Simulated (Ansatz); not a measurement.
This script for the Ansatz DFT code, driven from Python starts 3 runs on ZrH, space group P4_2/mmc. What input does the engine get in each?

Script `edit.py`:
```python
# -*- coding: utf-8 -*-
"""Editing single keys of the input for ZrH."""

from dataclasses import dataclass
import warnings

import ansatz as az


@dataclass(frozen=True)
class Settings:
    xc: str = "r2scan"
    cutoff_ev: int = 600
    mesh: tuple[int, ...] = (7, 7, 4)
    occupations: str = "Marzari-Vanderbilt"
    smearing_width: float = 0.1


opts = Settings()


def main():
    warnings.simplefilter("ignore", az.DeckWarning)

    structure = (
        az.Lattice.from_parameters(3.242792, 3.242792, 4.948, alpha=90.0, beta=90.0, gamma=90.0)
        .atom("Zr", (0.0, 0.5, 0.0))
        .atom("Zr", (0.5, 0.0, 0.5))
        .atom("H", (0.0, 0.0, 0.75))
        .atom("H", (0.0, 0.0, 0.25))
    )

    base = (
        structure.calculation()
        .functional(opts.xc)
        .basis(opts.cutoff_ev)
        .kpoints(*opts.mesh, center="gamma")
        .occupations(opts.occupations, width=opts.smearing_width)
        .band_table()
    )
    typed = base.input()
    rows = []
    for value in [4, 6, 9]:
        edited = typed.set(az.key.basis.ecutrho_ratio, value)
        r = az.Session.from_dict(edited).plan().execute().report
        rows.append((value, r["free_energy_ev"], r["n_iterations"], len(r["eigenvalues_ev"][0]) if "eigenvalues_ev" in r else 0))
    print(" density ratio            F eV      iterations    bands listed")
    for row in rows:
        print(f"{str(row[0]):>14s}  {row[1]:14.5f}  {row[2]:14d}  {row[3]:14d}")
    print(edited.to_yaml())


if __name__ == "__main__":
    main()
```

Run 1:
```yaml
crystal:
  lattice:
    a: 3.242792
    b: 3.242792
    c: 4.948
    alpha: 90.0
    beta: 90.0
    gamma: 90.0
  atoms:
    - { symbol: Zr, position: [0.0, 0.5, 0.0] }
    - { symbol: Zr, position: [0.5, 0.0, 0.5] }
    - { symbol: H, position: [0.0, 0.0, 0.75] }
    - { symbol: H, position: [0.0, 0.0, 0.25] }
basis:
  ecutwfc: 600.0
  ecutrho_ratio: 4
kpoints:
  mp_grid:
    grid: [7, 7, 4]
    shift: [0.0, 0.0, 0.0]
hamiltonian:
  xc: r2scan
scf:
  occupations:
    method: cold
    width: 0.1
output:
  eigenvalues: true
```

Run 2, against run 1:
```diff
-  ecutrho_ratio: 4
+  ecutrho_ratio: 6
```

Run 3, against run 1:
```diff
-  ecutrho_ratio: 4
+  ecutrho_ratio: 9
```

`python edit.py` gives:
```text
 density ratio            F eV      iterations    bands listed
             4     -8423.89559               7              17
             6     -8423.89559               7              17
             9     -8423.89559               7              17
crystal:
  lattice:
    a: 3.242792
    b: 3.242792
    c: 4.948
    alpha: 90.0
    beta: 90.0
    gamma: 90.0
  atoms:
    - { symbol: Zr, position: [0.0, 0.5, 0.0] }
    - { symbol: Zr, position: [0.5, 0.0, 0.5] }
    - { symbol: H, position: [0.0, 0.0, 0.75] }
    - { symbol: H, position: [0.0, 0.0, 0.25] }
basis:
  ecutwfc: 600.0
  ecutrho_ratio: 9
kpoints:
  mp_grid:
    grid: [7, 7, 4]
    shift: [0.0, 0.0, 0.0]
hamiltonian:
  xc: r2scan
scf:
  occupations:
    method: cold
    width: 0.1
output:
  eigenvalues: true
```

Notes:
- Absolute energies stand on the zero of these potentials, so only differences at equal settings mean something. A total without «per atom» is that of the cell as typed.
- For a metal this k-point mesh is coarse: on a finer one energies can move by several to tens of meV an atom and pressures by half a GPa or more, differences at one mesh by less.
- The structure is a deposited one; some such entries were measured under pressure or heat, so a shift against it needn't be the functional's error alone.
- Hardware and time: 20 s on 1 thread of AMD EPYC 7R13 Processor (Zen 3), on a shared host, peak memory 0.74 GiB.

(A comment or docstring line of the script was reworded after the run, the code is as it ran; lines on the test bed's own set-up are left out of the output.)
